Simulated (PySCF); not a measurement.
**[PrBr2]+: other functionals and bases at one geometry**

An exercise on one series of results from a longer session: the logs are not shown, and one member is left open.

Computed with PySCF 2.14.0. Level: several levels, as the steps say, no spin–orbit coupling.

1 further run of the same task is left out (for a known fault of the program).

### The starting structure

3 atoms, charge 1, spin multiplicity 1.

Bond lengths: Pr1–Br2 2.610 Å, Pr1–Br3 2.610 Å. Angles: Br2–Pr1–Br3 107.8°.

As a file:

```xyz
3
Br2Pr
Pr    0.0000    0.0000   -0.8644
Br    2.1088    0.0000    0.6730
Br   -2.1088    0.0000    0.6730
```

Formal oxidation states: Pr +3. Each metal's 2 4f electrons lie in its core potential, so multiplicities, spins and levels count the valence alone. An earlier session relaxed this geometry at PBE0, Pr lcecp-1-SVP with ECP48, Br def2-SVP (singlet, point group C2v).

At PBE0 on the finer grid: E = -5179.869891 Eh, HOMO -12.74 eV, LUMO -7.59 eV, Mulliken charge on Pr1 +1.31 e, largest force component 0.029 eV/Å. 

Levels to run: HF; PBE; PBE0, TZVP. Hardware: 2 threads of Arm Neoverse V2, shared host.

Set-up of the first run:

run.py (the lines that set the calculation)

```python
mol = gto.M(atom='''
Pr     0.00000     0.00000    -0.86441
Br     2.10879     0.00000     0.67303
Br    -2.10879     0.00000     0.67303''',
    basis={'Pr': 'lcecp-1-SVP', 'Br': 'def2-SVP'},
    ecp={'Pr': 'lcecp-1-SVP'},
    charge=1, spin=0)
mf = scf.RHF(mol)
mf = mf.density_fit()  # fitting sets: Pr AutoAux, Br def2-universal-JKFIT
mf.conv_tol = 1e-08; mf.max_cycle = 55
mf.kernel(dm0)  # dm0: the density of the relaxed state
```

Launch:

```
$ OMP_NUM_THREADS=2 python run.py
```

Among the steps run: HF; PBE; PBE0, TZVP.

One table of the session follows, with a row left open; its other results are not shown here.

| level | HOMO (eV) | gap (eV) | charge on Pr1 (e) | dipole (D) | largest force component (eV/Å) |
| --- | --- | --- | --- | --- | --- |
| PBE0 (relaxed here) | -12.74 | 5.15 | 1.31 | 7.99 | 0.03 |
| HF | -15.33 | 10.07 | 1.62 | 9.52 | 0.65 |
| PBE | ? | ? | ? | ? | ? |
| PBE0, TZVP | -12.69 | 5.21 | 1.56 | 7.88 | 0.07 |

Q: Estimate the row for PBE from the others.

As computed: HOMO (eV): -11.57; gap (eV): 3.28; charge on Pr1 (e): 1.17; dipole (D): 7.34; largest force component (eV/Å): 0.27. In the column «HOMO (eV)» it is the highest.

The dipole of a charged species depends on the origin, so these sizes hold for this origin alone.

In one basis the HOMO–LUMO gap runs from 3.28 eV (PBE) to 10.07 eV (HF). The largest leftover force, 0.65 eV/Å with HF, stands at a geometry relaxed at another level. With 4f in the core, its levels are missing from HOMO and gap, and its count is fixed, so no charge can pass from the ligands into it. Total energies of different levels can't be compared.
